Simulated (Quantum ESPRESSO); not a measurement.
Runs of Quantum ESPRESSO 7.5 on NiMoIrPdW. The structure is trigonal, space group P3m1 (No. 156). Conventional cell: a = 2.761 Å, b = 2.761 Å, c = 11.341 Å, α = 90.00°, β = 90.00°, γ = 120.00°. Ni (site symmetry 3m) is surrounded by 3 W at 2.59 Å and 3 Pd at 2.68 Å and 6 Ni at 2.76 Å. Around Mo (site symmetry 3m) lie 3 Ir at 2.66 Å and 1 W at 2.66 Å and 6 Mo at 2.76 Å. Pd (site symmetry 3m) has 3 Ni at 2.68 Å and 6 Pd at 2.76 Å and 3 Ir at 2.84 Å as nearest neighbours. Ir (site symmetry 3m) is surrounded by 3 Mo at 2.66 Å and 6 Ir at 2.76 Å and 3 Pd at 2.84 Å. W (site symmetry 3m) has 3 Ni at 2.59 Å and 1 Mo at 2.66 Å and 6 W at 2.76 Å as nearest neighbours. The cell was built by a generator and needn't be a form met in nature.

| task | level | potentials or basis | U | cell | cutoff (eV) | form of the LDA correlation | most ionic steps | forc conv thr | etot conv thr | ion dynamics | gap on the mesh (eV) | pressure (GPa) | moment (μB) | largest force (eV/Å) |
| --- | --- | --- | --- | --- | --- | --- | --- | --- | --- | --- | --- | --- | --- | --- |
| band structure | PBE | SG15 PBE 1.2 | - | as given | 1020 | - | - | - | - | - | none | -0.1 | 0.00 | 0.30 |
| relaxation of cell and atoms | LDA | SSSP 1.3 efficiency PBE | - | relaxed to 0.3 kbar | 816 | PZ81 | 40 | 0.0004 Ry/bohr | 1e-05 Ry | bfgs | none | -0.1 | 0.00 | 0.01 |
| single point | PBE+U | SSSP 1.3 efficiency PBE | Ir d U = 2 eV, Mo d U = 2 eV, Ni d U = 2 eV, Pd d U = 2 eV, W d U = 2 eV | as given | 816 | - | - | - | - | - | none | 1.2 | (b) | 0.49 |
| band structure | LDA | SG15 PBE 1.2 | - | as given | 1020 | PZ81 | - | - | - | - | none | (c) | 0.00 | 0.45 |
| band structure | PBEsol | SG15 PBE 1.2 | - | as given | 1020 | - | - | - | - | - | none | -9.2 | 0.00 | (a) |
| relaxation of cell and atoms | vdW-DF-cx | SSSP 1.3 efficiency PBE | - | relaxed to 0.3 kbar | 816 | - | 40 | 0.0004 Ry/bohr | 1e-05 Ry | bfgs | none | 0.0 | 0.00 | - |

Alike in all rows: spin collinear, ferromagnetic start; k mesh 7 × 7 × 2; smearing fermi-dirac 0.05 eV; the mesh is coarse, so values aren't converged.

Q: Fill in the values left out.

A: (a) 0.19; (b) 0.32; (c) -16.1.

Caveats: all runs use coarse meshes; the potentials were made for another functional, which shifts forces and pressure (some runs); spin-orbit coupling is left out, which moves the levels of the heavy elements (some runs); the U is typed as a test and isn't derived for this compound (some runs).

A k mesh can miss the band edges, and the runs leave out spin-orbit coupling on Ir, Mo, Pd, W.

A gap of «none» marks a metal or a gap under the smearing width.

The runs don't all hold the same shells in valence.
